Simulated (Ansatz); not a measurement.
**CF3NOZr: one species, many methods**

An exercise on one series of results from a longer session: the logs are not shown, and one member is left open.

The runs use Ansatz 0.2.0, Gaussian basis; functionals in def2-TZVPP, the program's frozen cores in correlated methods.

Plan: PBE-D4, r2SCAN-D4, PBE0-D4, B3LYP-D4, ωB97X-V, ωB97M-V, B2PLYP; CCSD(T)/def2-TZVPP; MP2/def2-QZVPP; extrapolation to the limit.

## Structure used throughout

An earlier PBE0-D4 in a triple-zeta def2 set relaxation fixed the geometry. Zr takes the def2 core potential; no spin-orbit term is included.

SMILES `O=C=[N][Zr]([F])([F])[F]`, 7 atoms, charge 0, spin multiplicity 1.

Atoms are counted from 1 here; the program's logs count them from 0.

Bond lengths: O1–C2 1.161 Å, C2–N3 1.204 Å, N3–Zr4 2.026 Å, Zr4–F5 1.892 Å, Zr4–F6 1.892 Å, Zr4–F7 1.892 Å. Angles: O1–C2–N3 180.0°, C2–N3–Zr4 179.9°, N3–Zr4–F5 109.7°, N3–Zr4–F6 109.7°, N3–Zr4–F7 109.7°, F5–Zr4–F6 109.2°, F5–Zr4–F7 109.2°, F6–Zr4–F7 109.2°.

Set-up of the first run:

File in.yaml:

```yaml
crystal:
  periodic: [false, false, false]
  atoms:
    - {symbol: O, position_ang: [-1.434880, -2.809349, 0.920891]}
    - {symbol: C, position_ang: [-0.928012, -1.817027, 0.595064]}
    - {symbol: N, position_ang: [-0.402199, -0.787613, 0.257042]}
    - {symbol: Zr, position_ang: [0.482418, 0.944542, -0.309531]}
    - {symbol: F, position_ang: [2.359791, 0.713338, -0.365339]}
    - {symbol: F, position_ang: [-0.135898, 1.444577, -2.026726]}
    - {symbol: F, position_ang: [0.058771, 2.311533, 0.928588]}
basis:
  gaussian: {orbitals: def2-TZVPP}
hamiltonian: {xc: pbe, dispersion: d4}
output: {forces: true, orbitals: {seedname: orbitals}}
```

Started as:

```bash
$ ansatz run in.yaml --threads 4 --pin off --events-out ev --progress --plain --max-ram 10444MiB
```

Among the steps run: PBE-D4 (GGA); r2SCAN-D4 (meta-GGA); PBE0-D4 (hybrid); B3LYP-D4 (hybrid); ωB97X-V (range-separated); ωB97M-V (range-separated); B2PLYP (double hybrid).

One table of the session follows, with a row left open; its other results are not shown here.

It belongs to the step «Orbital energies across the functionals». 

| functional | HOMO (eV) | LUMO (eV) | gap (eV) |
| --- | --- | --- | --- |
| PBE-D4 | -7.93 | -2.59 | 5.34 |
| r2SCAN-D4 | -8.26 | -2.42 | 5.84 |
| PBE0-D4 | -9.37 | -1.78 | 7.59 |
| B3LYP-D4 | -9.12 | -2.02 | 7.10 |
| ωB97X-V | ? | ? | ? |
| ωB97M-V | -11.58 | 0.22 | 11.80 |

Estimate the missing values for ωB97X-V.

**Answer.** HOMO (eV): -11.66; LUMO (eV): 0.50; gap (eV): 12.16. In the column «HOMO (eV)» it is the lowest.
